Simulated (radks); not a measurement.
# Excited configurations of Cr²⁺

An exercise on one series of results from a longer session: the logs are not shown, and one member is left open.

Program: radks (a radial shooting solver on a logarithmic mesh, Libxc functionals) version 1. Level of theory: Dirac Kohn-Sham, PBEsol, spin-unpolarised, spherical densities, finite nucleus; open shells are shared between the two j in proportion to 2j + 1. These are calculated values, not measurements, unless marked.

## What is computed

```
element            : chromium (Z = 24)
charge             : +2
electrons          : 22
configuration      : [Ar] 3d4
nuclear rms radius : 3.6452 fm
```

Outer shells as boxes (Hund's rule):

Cr²⁺
```
[Ar] core
3d [↑ ][↑ ][↑ ][↑ ][  ]
```

Set-up of the first run:

Input:

```text
Z 24
configuration [Ar] 3d4
relativity Dirac
functional pbe_sol,pbe_sol
spin unpolarised
j_filling average
nucleus finite rms 3.6452 fm
c 137.035999084
```

Steps of the session up to this table: Ground configuration: [Ar] 3d4.

One of the session's tables, all rows but one given; the rest of the session is left out.

It belongs to the step «Ground configuration: [Ar] 3d4». Radial moments (bohr):

```
level     <r>  outermost maximum (interpolated)  90 % within  nodes
2s1/2  0.2932                             0.244        0.455      1
2p1/2  0.2581                             0.196        0.424      0
2p3/2  0.2609                             0.199        0.428      0
3s1/2  0.8985                             0.776         1.35      2
3p1/2       ?                                 ?            ?      ?
3p3/2  0.9597                             0.799         1.48      1
3d3/2   1.222                             0.818         2.10      0
3d5/2   1.226                             0.820         2.10      0
```

Estimate the missing values for 3p1/2.

The run gave: <r>: 0.9511; outermost maximum (interpolated): 0.792; 90 % within: 1.47; nodes: 1. In the column «<r>» it lies between 3s1/2 (0.8985) and 3p3/2 (0.9597).

Limits of these values: Spin polarisation and multiplet splitting are left out, so open shells lie too high by an amount that depends on their filling.
